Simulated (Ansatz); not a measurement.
**MoH+ (quintet): the correlation ladder at distance Mo1–H2 = 2.732 Å, def2-TZVP**

Aim: climb from Hartree-Fock through coupled cluster and multireference methods for MoH+ (quintet) at one geometry and basis, and see what each rung misses.

The runs use Ansatz 0.2.0, Gaussian basis; def2-TZVP, core rule «outside noble gas», up to 4 orbitals frozen.

The runs, in order: UHF; CCSD(T) on natural orbitals of UHF; CCSD(T) on UHF; CISD; CCSDT(Q) on natural orbitals of UHF; CCSDT(Q) on UHF; CASSCF and MRCISD+Q, 6 electrons in 6 orbitals; CASSCF and NEVPT2, 6 electrons in 6 orbitals; CASSCF and MRCISD+Q, 6 electrons in 7 orbitals; CASSCF and NEVPT2, 6 electrons in 7 orbitals; Full CI.

29 further runs of the same task are left out: 18 for a known fault of the program, 11 that didn't finish.

**1. The system**

The geometry derives from a PBE0/def2-TZVP stationary point (not a proven minimum). One bond is set to the value named and the two fragments are kept rigid. No spin-orbit coupling is included. Elements past krypton take def2 core potentials.

2 atoms, charge 1, spin multiplicity 5.

Atoms are counted from 1 here; the program's logs count them from 0.

No contacts short enough for the rule that draws bonds.

As a file:

```
Mo    0.0000    0.0000    0.0000
H     0.0000    0.0000    2.7320
```

**2. UHF**

Contents of in.yaml:

```yaml
crystal:
  periodic: [false, false, false]
  atoms:
    - {symbol: Mo, position_ang: [0.000000, 0.000000, 0.000000]}
    - {symbol: H, position_ang: [0.000000, 0.000000, 2.732000]}
basis:
  gaussian: {orbitals: def2-TZVP}
total_charge: 1
magnetization: {spin_polarized: true, initial_magnetization: 4}
hamiltonian: {xc: hf}
output: {orbitals: {seedname: orbitals}}
```

Command:

```bash
$ ansatz run in.yaml --threads 1 --pin off --events-out ev --progress --plain --max-ram 2393MiB
```

The runs that follow: CCSD(T) on natural orbitals of UHF; CCSD(T) on UHF; CISD; CCSDT(Q) on natural orbitals of UHF; CCSDT(Q) on UHF; CASSCF and MRCISD+Q, 6 electrons in 6 orbitals; CASSCF and NEVPT2, 6 electrons in 6 orbitals; CASSCF and MRCISD+Q, 6 electrons in 7 orbitals; CASSCF and NEVPT2, 6 electrons in 7 orbitals; Full CI.

**Question.** What will the summary of the whole plan be? Wanted: FCI below the RHF energy; RMP2 from FCI; RCCSD from FCI; RCCSD(T) from FCI; RCCSDT(Q) from FCI; NEVPT2 pair from FCI; MRCISD+Q pair from FCI; NEVPT2 valence from FCI; T1 diagnostic.

**Answer**, as computed:

| quantity | value |
| --- | --- |
| FCI below the RHF energy | -3.8874 eV |
| RMP2 from FCI | +1134.4 meV |
| RCCSD from FCI | -0.7 meV |
| RCCSD(T) from FCI | -48.9 meV |
| RCCSDT(Q) from FCI | -73.9 meV |
| NEVPT2 pair from FCI | +347.0 meV |
| MRCISD+Q pair from FCI | -69.1 meV |
| NEVPT2 valence from FCI | +331.6 meV |
| levels within 1 kcal/mol (43 meV) | RCCSD, MRCISD pair |
| T1 diagnostic | 0.275 |
| effectively unpaired electrons | 5.59 |

In words: RCCSD(T) lands -48.9 meV from the yardstick (1.3 % of the correlation energy). RCCSD(T), RCCSDT, RCCSDT(Q), MRCISD pair, MRCISD+Q pair, MRCISD valence, MRCISD+Q valence fall below full CI, which methods that aren't variational can do. The occupations show strong static correlation (5.6 unpaired electrons where one determinant has 4). Coupled cluster on one determinant still stays close here. Of the multireference levels listed MRCISD+Q pair comes nearest in total energy (-69.1 meV), which doesn't show that its space is the better one. Coupled cluster took another determinant than the lowest Hartree-Fock one. These misses are within one basis, not against nature.
